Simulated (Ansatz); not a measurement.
# Ga4PN3: the cost of one run

Program: Ansatz 0.2.0. PAW datasets, plane waves, zero pressure. No spin polarisation. The prototype was imposed, so other structures may be more stable.

**1. The cell**

This is the cell as the run starts from it, not yet at rest; its lengths are not the crystal's.

Space group Cm (No. 8), monoclinic; conventional cell a = 10.444 Å, b = 3.149 Å, c = 5.454 Å, β = 100.0°, 11.04 Å³ an atom. N has 4 Ga at 1.93 Å; P has 4 Ga at 1.93 Å; Ga has 1 P at 1.93 Å and 3 N at 1.93 Å.

Structure file:

```cif
data_structure
_symmetry_space_group_name_H-M 'Cm'
_symmetry_Int_Tables_number 8
_cell_length_a 10.4444
_cell_length_b 3.1491
_cell_length_c 5.4544
_cell_angle_alpha 90.000
_cell_angle_beta 100.025
_cell_angle_gamma 90.000
_cell_volume 176.66
loop_
_atom_site_label
_atom_site_type_symbol
_atom_site_symmetry_multiplicity
_atom_site_Wyckoff_symbol
_atom_site_fract_x
_atom_site_fract_y
_atom_site_fract_z
_atom_site_occupancy
N1 N 2 a 0.00000 0.00000 0.00000 1
N2 N 2 a 0.00000 0.50000 0.50000 1
N3 N 2 a 0.25000 0.50000 0.25000 1
P1 P 2 a 0.25000 0.00000 0.75000 1
Ga1 Ga 2 a 0.43750 0.00000 0.81250 1
Ga2 Ga 2 a 0.43750 0.50000 0.31250 1
Ga3 Ga 2 a 0.18750 0.00000 0.06250 1
Ga4 Ga 2 a 0.18750 0.50000 0.56250 1
```

**2. Relaxing with PBE**

Input file input.yaml:

```yaml
crystal:
  lattice:
    - [5.2221995868, -1.5745524191, 0.0]
    - [5.2221995868, 1.5745524191, 0.0]
    - [-0.949490834, 0.0, 5.371131259]
  atoms:
    - { symbol: "N", position: [0.0, 0.0, 0.0] }
    - { symbol: "N", position: [0.5, 0.5, 0.5] }
    - { symbol: "N", position: [0.75, 0.75, 0.25] }
    - { symbol: P, position: [0.25, 0.25, 0.75] }
    - { symbol: Ga, position: [0.4375, 0.4375, 0.8125] }
    - { symbol: Ga, position: [0.9375, 0.9375, 0.3125] }
    - { symbol: Ga, position: [0.1875, 0.1875, 0.0625] }
    - { symbol: Ga, position: [0.6875, 0.6875, 0.5625] }
kpoints:
  mp_grid: { grid: [8, 8, 4] }
hamiltonian:
  xc: pbe
scf:
  occupations: { method: fermi_dirac, width: 0.02 }
relax:
  f_tol: 0.005
  cell: {}
output:
  write_density: true
  write_potential: true
  elf: true
  volumetric_format: npy
```

Launch:

```sh
$ ansatz run input.yaml --threads 4 --pin off --max-ram 6451MiB --backend cpu --events-out ev --progress --plain --runs-dir out
```

**Question.** How long does this run take on 4 threads of Intel Xeon Platinum 8488C (Sapphire Rapids), shared host, and how much memory does it need?

About 63 s, with a peak of 0.71 GiB.
